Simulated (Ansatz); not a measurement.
**C₃H₅NSe: a ladder of functionals and wavefunction methods**

An exercise on one series of results from a longer session: the logs are not shown, and one member is left open.

Program: Ansatz 0.2.0, Gaussian basis. Level of theory: functionals in def2-TZVPP, the program's frozen cores in correlated methods. These are calculated values, not measurements.

Plan: PBE-D4, r2SCAN-D4, PBE0-D4, B3LYP-D4, ωB97X-V, ωB97M-V, B2PLYP; CCSD(T)/def2-TZVPP; MP2/def2-QZVPP; extrapolation to the limit.

### The relaxed structure

An earlier PBE0-D4 in a triple-zeta def2 set relaxation fixed the geometry.

SMILES `[SeH]C1CC=N1`, 10 atoms, charge 0, spin multiplicity 1.

Atoms are counted from 1 here; the program's logs count them from 0.

Bond lengths: Se1–C2 1.946 Å, Se1–H6 1.468 Å, C2–C3 1.546 Å, C2–N5 1.480 Å, C2–H7 1.089 Å, C3–C4 1.495 Å, C3–H8 1.093 Å, C3–H9 1.092 Å, C4–N5 1.281 Å, C4–H10 1.089 Å. Angles: C2–Se1–H6 94.5°, Se1–C2–C3 113.6°, Se1–C2–N5 115.8°, Se1–C2–H7 109.0°, C3–C2–N5 89.4°, C3–C2–H7 115.9°, N5–C2–H7 112.2°, C2–C3–C4 80.4°, C2–C3–H8 115.6°, C2–C3–H9 116.4°, C4–C3–H8 115.4°, C4–C3–H9 117.4°, H8–C3–H9 109.3°, C3–C4–N5 99.9°, C3–C4–H10 133.8°, N5–C4–H10 126.3°, C2–N5–C4 90.3°.

The first run:

The input, in.yaml:

```yaml
crystal:
  periodic: [false, false, false]
  atoms:
    - {symbol: Se, position_ang: [-1.820730, 1.052779, 0.682564]}
    - {symbol: C, position_ang: [-0.511015, 0.067150, -0.367133]}
    - {symbol: C, position_ang: [0.380180, -0.872496, 0.477240]}
    - {symbol: C, position_ang: [1.432026, 0.023371, -0.094778]}
    - {symbol: N, position_ang: [0.694593, 0.825462, -0.768465]}
    - {symbol: H, position_ang: [-2.240779, 1.911364, -0.432157]}
    - {symbol: H, position_ang: [-1.011250, -0.390494, -1.219751]}
    - {symbol: H, position_ang: [0.245136, -0.805611, 1.559454]}
    - {symbol: H, position_ang: [0.397501, -1.922587, 0.179145]}
    - {symbol: H, position_ang: [2.517338, 0.059862, -0.013319]}
basis:
  gaussian: {orbitals: def2-TZVPP}
hamiltonian: {xc: pbe, dispersion: d4}
output: {forces: true, orbitals: {seedname: orbitals}}
```

Launch:

```bash
> ansatz run in.yaml --threads 4 --pin off --events-out ev --progress --plain --max-ram 10444MiB
```

Among the steps run: PBE-D4 (GGA); r2SCAN-D4 (meta-GGA); PBE0-D4 (hybrid); B3LYP-D4 (hybrid); ωB97X-V (range-separated); ωB97M-V (range-separated); B2PLYP (double hybrid); CCSD(T) in def2-TZVPP; MP2 in def2-QZVPP.

One table of the session follows, with a row left open; its other results are not shown here.

| method | atomisation energy (kcal/mol) |
| --- | --- |
| PBE-D4 | 954.3 |
| r2SCAN-D4 | 919.7 |
| PBE0-D4 | 929.8 |
| B3LYP-D4 | 918.7 |
| ωB97X-V | 922.6 |
| ωB97M-V | 920.7 |
| B2PLYP | 908.2 |
| HF/def2-TZVPP | 625.7 |
| MP2/def2-TZVPP | ? |
| CCSD/def2-TZVPP | 872.5 |
| CCSD(T)/def2-TZVPP | 891.8 |
| MP2/CBS | 937.6 |
| CCSD(T)/CBS | 918.1 |

Q: Estimate the row for MP2/def2-TZVPP from the others.

The run gave: atomisation energy (kcal/mol): 911.4. In the column «atomisation energy (kcal/mol)» it lies between B2PLYP (908.2) and CCSD(T)/CBS (918.1).
